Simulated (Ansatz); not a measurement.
# GeNH (singlet): the correlation ladder, cc-pVDZ

How much of the correlation energy of GeNH (singlet) does each wave-function method recover here?

Computed with Ansatz 0.2.0, Gaussian basis. Level: cc-pVDZ, core rule «outside noble gas», up to 15 orbitals frozen.

The runs, in order: UHF; CCSD(T) on RHF; CCSD(T) on UHF; BCCD(T) on RHF; CISD; CCSDT(Q) on RHF; CCSDT(Q) on UHF; CCSDTQ on RHF; CCSDTQ on UHF; CASSCF and MRCISD+Q, 10 electrons in 9 orbitals; CASSCF and NEVPT4(SD), 10 electrons in 9 orbitals; CASSCF and NEVPT2, 10 electrons in 9 orbitals.

4 further runs of the same task are left out: 4 set aside as unsound or not needed.

## Step 1: What is computed

The geometry is a PBE0/def2-TZVP stationary point (not a proven minimum). No spin-orbit coupling is included. The filled d shell of Ge may be among the frozen orbitals whatever the setting's name suggests; the logs give the count.

3 atoms, charge 0, spin multiplicity 1.

Atoms are counted from 1 here; the program's logs count them from 0.

Bond lengths: Ge1–N2 1.628 Å, Ge1–H3 1.520 Å. Angles: N2–Ge1–H3 180.0°.

## Step 2: UHF

The input, in.yaml:

```yaml
crystal:
  periodic: [false, false, false]
  atoms:
    - {symbol: Ge, position_ang: [0.000000, 0.000000, 0.036149]}
    - {symbol: N, position_ang: [0.000000, 0.000000, -1.592021]}
    - {symbol: H, position_ang: [0.000000, 0.000000, 1.555872]}
basis:
  gaussian: {orbitals: cc-pVDZ}
magnetization: {spin_polarized: true, initial_magnetization: 0}
hamiltonian: {xc: hf}
output: {orbitals: {seedname: orbitals}}
```

The run is started by

```bash
$ ansatz run in.yaml --threads 1 --pin off --events-out ev --progress --plain --max-ram 4096MiB --backend cpu
```

The runs that follow: CCSD(T) on RHF; CCSD(T) on UHF; BCCD(T) on RHF; CISD; CCSDT(Q) on RHF; CCSDT(Q) on UHF; CCSDTQ on RHF; CCSDTQ on UHF; CASSCF and MRCISD+Q, 10 electrons in 9 orbitals; CASSCF and NEVPT4(SD), 10 electrons in 9 orbitals; CASSCF and NEVPT2, 10 electrons in 9 orbitals.

Before running them: what should the planned runs give, taken together? Wanted: RCCSDTQ below the RHF energy; RMP2 from RCCSDTQ; UMP2 from RCCSDTQ; RCCSD from RCCSDTQ; RCCSD(T) from RCCSDTQ; UCCSD(T) from RCCSDTQ; RCCSDT(Q) from RCCSDTQ; UCCSDT(Q) from RCCSDTQ; NEVPT2 valence from RCCSDTQ.

The runs gave:

```
                         quantity                          value
     RCCSDTQ below the RHF energy                     -8.7161 eV
                RMP2 from RCCSDTQ                     +327.0 meV
                UMP2 from RCCSDTQ                    +2349.5 meV
               RCCSD from RCCSDTQ                     +607.3 meV
            RCCSD(T) from RCCSDTQ                      +67.9 meV
            UCCSD(T) from RCCSDTQ                     +230.4 meV
           RCCSDT(Q) from RCCSDTQ                      -29.2 meV
           UCCSDT(Q) from RCCSDTQ                      -22.6 meV
      NEVPT2 valence from RCCSDTQ                     +921.5 meV
  NEVPT4(SD) valence from RCCSDTQ                     +141.9 meV
    MRCISD+Q valence from RCCSDTQ                      +50.6 meV
levels within 1 kcal/mol (43 meV)  RCCSDT(Q), UCCSDT(Q), UCCSDTQ
                    T1 diagnostic                          0.031
   effectively unpaired electrons                           0.17
```

What this shows: RCCSD(T) lands +67.9 meV from the yardstick (0.8 % of the correlation energy). CCSD(T) misses by +67.9 meV on the restricted determinant and by +230.4 meV on the unrestricted one; the two need not hold the same state or core. One determinant dominates. Of the multireference levels listed MRCISD+Q valence comes nearest in total energy (+50.6 meV), which doesn't show that its space is the better one. These misses are within one basis, not against nature.
